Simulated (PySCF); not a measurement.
# C5H7ClN2Si: the cost of one run

Programs: PySCF 2.14.0, with density-fitted response routines of our own. Each step states its level of theory. These are calculated values for one molecule in the gas phase, unless marked as measured. Atoms are numbered from 0 throughout.

## 1. The starting structure

16 atoms, charge 0, multiplicity 1; geometry from: GFN2-xTB.

Bonds of the start (Å): C0–N1 1.25, N1–C2 1.43, C2–Si3 1.92, Si3–Cl4 2.02, Si3–C5 1.90, C5–C6 1.34, C6–C7 1.41, C7–N8 1.15, C0–H9 1.10, C0–H10 1.08, C2–H11 1.09, C2–H12 1.10, Si3–H13 1.46, C5–H14 1.08, C6–H15 1.09.

## 2. Excited states and response: CAM-B3LYP/def2-SVPD

What the job is given:

```
{"job": {"kind": "uv", "xc": "CAM-B3LYP", "basis": "def2-SVPD", "nstates": 8, "ntriplets": 3}, "charge": 0, "multiplicity": 1}
C      1.752942    -1.347955    -0.670190
N      1.641959    -0.131787    -0.948226
C      1.335112     0.817273     0.070831
Si    -0.399081     1.549359    -0.284847
Cl    -0.863662     2.838330     1.202301
C     -1.729878     0.198937    -0.345465
C     -1.880819    -0.809632     0.516779
C     -1.037035    -1.031154     1.622461
N     -0.362978    -1.244547     2.525904
H      1.649023    -1.763663     0.337795
H      1.969691    -2.039127    -1.471345
H      2.066935     1.625206    -0.007266
H      1.394546     0.393198     1.085030
H     -0.421557     2.235485    -1.573240
H     -2.444331     0.257975    -1.157105
H     -2.678468    -1.538955     0.420420
```

With the program's defaults for keys left out, this is: TDDFT CAM-B3LYP/def2-SVPD, vertical, gas phase, core orbitals frozen in the response.

Command:

```sh
OMP_NUM_THREADS=1 python probes_run.py task.json out
```

One launch serves the whole session: the jobs run in the order shown.

**Question.** How long does this job take on 1 thread of Arm Neoverse N1, shared host, and how much memory does it need?

About 2.2 min, with a peak of 1.2 GiB.
